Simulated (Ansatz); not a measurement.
# TiHO+ (singlet): wave-function methods side by side, def2-SVP

One table from this session's results is given with a row withheld; the runs are named, their logs left out.

Computed with Ansatz 0.2.0, Gaussian basis. Level: def2-SVP, core rule «outside noble gas», up to 10 orbitals frozen.

To be run: UHF; CCSD(T) on RHF; CCSD(T) on UHF; CISD; CCSDT(Q) on RHF; CCSDT(Q) on UHF.

23 further runs of the same task are left out: 7 for a known fault of the program, 6 that didn't finish, 10 set aside as unsound or not needed.

## What is computed

The geometry is a PBE0/def2-TZVP stationary point (not a proven minimum) of the parent state, kept for this charge and spin.

3 atoms, charge 1, spin multiplicity 1.

Atoms are counted from 1 here; the program's logs count them from 0.

Bond lengths: Ti1–O2 1.725 Å, O2–H3 0.963 Å. Angles: Ti1–O2–H3 180.0°.

As a file:

```xyz
3
HOTi
Ti    0.0000    0.0000    1.4708
O     0.0000    0.0000   -0.2537
H     0.0000    0.0000   -1.2171
```

The first run:

File in.yaml:

```yaml
crystal:
  periodic: [false, false, false]
  atoms:
    - {symbol: Ti, position_ang: [0.000000, 0.000000, 1.470824]}
    - {symbol: O, position_ang: [0.000000, 0.000000, -0.253684]}
    - {symbol: H, position_ang: [0.000000, 0.000000, -1.217140]}
basis:
  gaussian: {orbitals: def2-SVP}
total_charge: 1
magnetization: {spin_polarized: true, initial_magnetization: 0}
hamiltonian: {xc: hf}
output: {orbitals: {seedname: orbitals}}
```

Run with:

```
ansatz run in.yaml --threads 1 --pin off --events-out ev --progress --plain --max-ram 2393MiB
```

Among the steps run: UHF; CCSD(T) on RHF; CCSD(T) on UHF; CISD; CCSDT(Q) on RHF; CCSDT(Q) on UHF.

One table of the session follows, with a row left open; its other results are not shown here.

It belongs to the step «Misses and costs». 

```
   method  from RCCSDT(Q) (meV)
      RHF               +7205.3
     RMP2                +829.1
     UMP2                +174.1
    RCCSD                +378.7
    UCCSD                -366.1
 RCCSD(T)                +125.2
 UCCSD(T)                -705.3
   RCCSDT                 +73.7
   UCCSDT                     ?
RCCSDT(Q)                     0
UCCSDT(Q)                -841.8
```

**Question.** Estimate the row for UCCSDT.

**Answer.** from RCCSDT(Q) (meV): -755.8. In the column «from RCCSDT(Q) (meV)» it lies between UCCSDT(Q) (-841.8) and UCCSD(T) (-705.3).

Not comparable, so not listed: CISD (they don't share determinant, frozen orbitals or solution with the rows shown, or repeat one).

Left out of the table: UHF (another determinant or state than the rows shown).

Limits of these values: The determinant is far from a pure spin state, so its energy mixes those of several spin states (harmless only where they are near-degenerate, as at dissociation). The program flags UCCSD(T), UCCSDT(Q) as in doubt, so those rows may rest on another solution; read them beside their warnings. Warnings: restricted reference is unstable; spin contamination; coupled cluster took another determinant than the lowest; large T1 diagnostic. Restricted and unrestricted rows rest on different reference determinants; where their highest levels disagree by more than a few hundredths of an eV, they describe different states and don't form one ladder.
